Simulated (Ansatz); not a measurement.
# quartet InCl2O: levels of theory compared

Aim: a comparison of 6 runs (UHF/3-21G, U-revPBE/def2-SVPD, U-wB97X/def2-SVPD, UB3LYP/def2-SVPD, USVWN5/def2-SVPD, UMP2/def2-SVPD) of quartet InCl2O. 

The results are computed with Ansatz 0.2.0.

34 further runs of the same task are left out: 1 that didn't finish, 33 set aside as unsound or not needed. Runs told in other sessions of the task aren't counted.

### 1 The molecule

InCl2O has 4 atoms, charge 0, and is taken as a quartet. SMILES of the parent species: `[O][In]([Cl])[Cl]`. Geometry: relaxed at PBE0-D4/def2-TZVP. That shape belongs to the parent species and isn't relaxed for this state.

Bond lengths: O1–In2 1.989 Å, In2–Cl3 2.293 Å, In2–Cl4 2.293 Å. Angles: O1–In2–Cl3 119.2°, O1–In2–Cl4 119.2°, Cl3–In2–Cl4 121.6°.

### 2 The energy at UHF/3-21G (run 1)

The input, in.yaml:

```yaml
crystal:
  periodic: [false, false, false]
  atoms:
    - {symbol: O, position_ang: [0.606300, 1.014000, 1.667600]}
    - {symbol: In, position_ang: [0.031700, 0.016000, 0.045400]}
    - {symbol: Cl, position_ang: [0.741600, -2.145000, -0.248200]}
    - {symbol: Cl, position_ang: [-1.324100, 1.054700, -1.485200]}
basis:
  gaussian:
    orbitals: 3-21G-spherical.json
output: {orbitals: {seedname: orbitals}}
hamiltonian:
  xc: hf
magnetization:
  spin_polarized: true
  initial_magnetization: 3
accuracy: high
```

The basis set 3-21G is read from a file made from the Basis Set Exchange's data (not shown).

The run is started by

```
$ ansatz run in.yaml --threads 1 --pin off --max-ram 3480MiB --events-out events.jsonl --progress --plain --runs-dir runs
```

The program printed:

```text
Warning: RAYON_NUM_THREADS=1 ignored (pool sized by the plan → 1); use --threads N
Functional definition: HF
  name "HF"
  exchange = exact_x
  correlation = 0
1345 factors; integrals over basis functions are off by at most 4.2e-9 eV
mean field evaluation 1: about -182415.9690 eV, gradient 1.7e1 eV
mean field evaluation 2: about -182416.0237 eV, gradient 1.7e1 eV
mean field evaluation 4: about -182418.3164 eV, gradient 1.9e0 eV
mean field evaluation 8: about -182418.4205 eV, gradient 4.7e-3 eV
mean field evaluation 16: about -182417.9645 eV, gradient 2.3e0 eV
mean field evaluation 32: about -182417.6958 eV, gradient 1.4e0 eV
mean field evaluation 64: about -182417.5908 eV, gradient 3.1e-1 eV
mean field evaluation 96: about -182417.4163 eV, gradient 1.2e0 eV
mean field evaluation 128: about -182413.7260 eV, gradient 1.9e1 eV
mean field evaluation 160: about -182414.3705 eV, gradient 6.7e0 eV
mean field evaluation 192: about -182416.4498 eV, gradient 7.1e-3 eV
mean field -182418.42046730 eV, -6703.7533045269 hartree, gradient 1.8e-8 eV, S^2 3.760307; 5 other end points of the search recorded, 0 dependent functions left out
reference -182418.42046730 eV, -6703.7533045269 hartree; 47, 44 occupied and 19, 22 virtual orbitals, 1345 factors
Total energy: -182418.42046730 eV, -6703.7533045269 hartree
```

Run time: 15 s. Hardware: 1 thread of Arm Neoverse V2, shared host; peak memory 0.29 GiB.

### 3 A single-point energy at U-revPBE/def2-SVPD (core potential) (run 2)

The input, job.yaml:

```yaml
crystal:
  periodic: [false, false, false]
  atoms:
    - symbol: O
      position_ang: [0.606300, 1.014000, 1.667600]
    - symbol: In
      position_ang: [0.031700, 0.016000, 0.045400]
    - symbol: Cl
      position_ang: [0.741600, -2.145000, -0.248200]
    - symbol: Cl
      position_ang: [-1.324100, 1.054700, -1.485200]
basis:
  gaussian: {orbitals: def2-SVPD}
magnetization: {spin_polarized: true, initial_magnetization: 3}
hamiltonian: {xc: {name: revPBE}}
accuracy: high
output: {orbitals: {seedname: orbitals}}
```

The run is started by

```
$ ansatz run job.yaml --threads 1 --pin off --max-ram 3480MiB --events-out events.jsonl --progress --plain --runs-dir runs
```

The program printed, cut to the lines that bear on the results:

```text
Warning: RAYON_NUM_THREADS=1 ignored (pool sized by the plan → 1); use --threads N
Functional definition: revPBE
  name "revPBE"
[...]
2170 factors; integrals over basis functions are off by at most 3.0e-9 eV
[...]
mean field -32249.69525305 eV, -1185.1544409209 hartree, gradient 4.0e-8 eV, S^2 3.756088; 18 other end points of the search recorded, 0 dependent functions left out
reference -32249.69525814 eV, -1185.1544411080 hartree; 33, 30 occupied and 76, 79 virtual orbitals, 2170 factors
Total energy: -32249.69525814 eV, -1185.1544411080 hartree
```

Run time: 2 min. Hardware: 1 thread of Arm Neoverse V2, shared host; peak memory 0.42 GiB.

Runs 3 to 5 aren't shown in full; the table further down has their settings and results.

### 4 The energy at UMP2/def2-SVPD (core potential) (run 6)

The input, molecule.yaml:

```yaml
crystal:
  periodic: [false, false, false]
  atoms:
    - {symbol: O, position_ang: [0.606300, 1.014000, 1.667600]}
    - {symbol: In, position_ang: [0.031700, 0.016000, 0.045400]}
    - {symbol: Cl, position_ang: [0.741600, -2.145000, -0.248200]}
    - {symbol: Cl, position_ang: [-1.324100, 1.054700, -1.485200]}
basis:
  gaussian: {orbitals: def2-SVPD}
magnetization: {spin_polarized: true, initial_magnetization: 3}
correlation: {method: mp2, frozen_orbitals: {Cl: 5, In: 4, O: 1}}
accuracy: high
```

The run is started by

```
$ ansatz run molecule.yaml --threads 1 --pin off --max-ram 3480MiB --events-out events.jsonl --progress --plain --runs-dir runs
```

The program printed, cut to the lines that bear on the results:

```text
Warning: RAYON_NUM_THREADS=1 ignored (pool sized by the plan → 1); use --threads N
[... 2 set-up lines as earlier in the session ...]
[...]
2170 factors; integrals over basis functions are off by at most 3.0e-9 eV
[...]
mean field -32181.64689933 eV, -1182.6537100467 hartree, gradient 2.8e-8 eV, S^2 3.767233; 12 other end points of the search recorded, 0 dependent functions left out
15 core orbitals not correlated: weight in the atoms' cores, before any rotation towards them, 1.000 or more for the frozen orbitals, at most 0.000 for the correlated occupied ones
reference -32181.64689933 eV, -1182.6537100467 hartree; 18, 15 occupied and 76, 79 virtual orbitals, 2170 factors
second order -13.03548934 eV of doubles, -0.00000000 eV of singles
Total energy: -32194.68238867 eV, -1183.1327554443 hartree
```

Run time: 36 s. Hardware: 1 thread of Arm Neoverse V2, shared host; peak memory 0.51 GiB.

### 5 The series

| run | level | core potential | frozen core orbitals | energy (Eh) | HOMO energy (eV) | ⟨S²⟩ | wall time |
| --- | --- | --- | --- | --- | --- | --- | --- |
| 1 | UHF/3-21G | none | – | -6703.753305 | -6.67 | 3.760 | 15 s |
| 2 | U-revPBE/def2-SVPD (core potential) | def2-SVPD | – | -1185.154441 | -4.03 | 3.756 | 2 min |
| 3 | U-wB97X/def2-SVPD (core potential) | def2-SVPD | – | -1185.282712 | -6.84 | 3.766 | 2.6 min |
| 4 | UB3LYP/def2-SVPD (core potential) | def2-SVPD | – | -1185.377943 | -4.81 | 3.763 | 85 s |
| 5 | USVWN5/def2-SVPD (core potential) | def2-SVPD | – | -1181.484720 | -4.29 | 3.756 | 83 s |
| 6 | UMP2/def2-SVPD (core potential) | def2-SVPD | 15 | -1183.132755 | – | 3.767 | 36 s |

### 6 Results

| quantity | value |
| --- | --- |
| run 6: total energy | -1183.13276 Eh |
| run 6: correlation energy (15 core orbitals frozen) | -479.0 mEh |
| run 6: ⟨S²⟩ of the reference determinant | 3.767 |

What this shows: Totals of different functionals can't be ranked against each other. Some runs of one species differ in core potentials or relativity; totals across that change don't compare. In run 1 relativity is left out where basis or elements ask for it. All runs together took 8.3 min, the longest 2.6 min.
